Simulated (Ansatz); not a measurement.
# Li: the cost of one run

Method: DFT PBEsol, scalar-relativistic, in Ansatz 0.2.0.

## 1. The starting structure

It takes space group Im-3m (No. 229, cubic). The conventional cell has a = 3.500 Å, b = 3.500 Å, c = 3.500 Å, α = 90.00°, β = 90.00°, γ = 90.00°. Around Li (site symmetry m-3m) lie 8 Li at 3.03 Å.

Coordinates:

```
Li
1.0
    -1.75000    1.75000    1.75000
     1.75000   -1.75000    1.75000
     1.75000    1.75000   -1.75000
Li
1
Direct
  0.00000 0.00000 0.00000
```

## 2. After the deformation

Space group Im-3m before, I4/mmm after.

## 3. All-electron LAPW

File input.yaml:

```yaml
crystal:
  lattice:
    - [-1.7675, 1.7675, 1.75]
    - [1.7675, -1.7675, 1.75]
    - [1.7675, 1.7675, -1.75]
  atoms:
    - { symbol: Li, position: [0.0, 0.0, 0.0] }
kpoints:
  mp_grid: { grid: [15, 15, 15] }
  band_path:
    path:
      - [0.0, 0.0, 0.0]
      - [0.0, 0.0, 0.5]
      - [-0.5, 0.5, 0.5]
      - [0.0, 0.0, 0.0]
      - [0.4950740124, 0.4950740124, -0.4950740124]
      - [-0.4950740124, 0.5049259876, 0.4950740124]
      - [-0.5, 0.5, 0.5]
      - [0.0, 0.0, 0.5]
      - [0.25, 0.25, 0.25]
    npoints: 5
scf:
  occupations: { method: fermi_dirac, width: 0.08 }
hamiltonian:
  xc: pbesol
  pseudopotentials: { kind: all_electron, lapw: { basis_error: 0.00025 } }
output:
  forces: true
  stress: true
  eigenvalues: true
```

Launch:

```console
> ansatz run input.yaml --threads 1 --pin off --max-ram 3072MiB --backend cpu --events-out ev --progress --plain --runs-dir out
```

What time and memory should one allow on 1 thread of Arm Neoverse V2, shared host?

About 3.5 s, with a peak of 0.22 GiB.
